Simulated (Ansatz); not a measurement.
What does this script print? It uses Ansatz's Python interface.

`x2c.py`
```python
"""Scalar relativity in GeN."""

import warnings

import ansatz as az
import numpy as np

warnings.simplefilter("ignore", az.DeckWarning)

molecule = (
    az.Crystal.molecule()
    .atom("Ge", [0.0, 0.0, 0.0])
    .atom("N", [0.0, 0.0, 1.815])
)

model = (
    molecule.calculation()
    .functional("B3LYP")
    .spin("collinear", total=1)  # two spin channels
    .forces()
)
# a set contracted for a scalar-relativistic Hamiltonian goes with the relativistic run
sets = {"none": "cc-pVTZ", "scalar": "cc-pVTZ-DK"}
found = {kind: model.basis(gaussian=basis).pseudopotentials(relativity=kind).run(threads=1, backend="cpu").report for kind, basis in sets.items()}
for kind, each in found.items():
    dipole = 4.803205 * np.linalg.norm(each["charge_distribution"]["dipole_moment_e_ang"])
    print(f"{kind:7s} E = {each['free_energy_ev']:.4f} eV  dipole {dipole:.3f} D  largest force component {np.abs(each['forces_ev_ang']).max():.4f} eV/A")
print(f"relativity lowers the total energy by {found['none']['free_energy_ev'] - found['scalar']['free_energy_ev']:.3f} eV")
```

```console
$ python x2c.py
none    E = -58007.6399 eV  dipole 2.947 D  largest force component 1.8386 eV/A
scalar  E = -58601.1625 eV  dipole 2.992 D  largest force component 1.8823 eV/A
relativity lowers the total energy by 593.523 eV
```

The total moves by -593.5 eV, nearly all in the cores, and the dipole from 2.95 to 2.99 D.

Caveats:
- Total energies depend on the basis set; only differences at equal settings carry meaning.
- The geometry is a force-field or estimated start, not a minimum of this method. The basis set changes with the Hamiltonian (a set recontracted for scalar relativity), and most of the change in the total lies in the cores.
- The species is open-shell (spin multiplicity 2).
- b3lyp holds the VWN-RPA fit, as in Gaussian; the form of ORCA and Turbomole is b3lyp5.
- The spin state was assumed, and another may lie lower.
- Run time: 20 s on 1 thread of Arm Neoverse V1, on a shared host, peak memory 0.27 GiB.
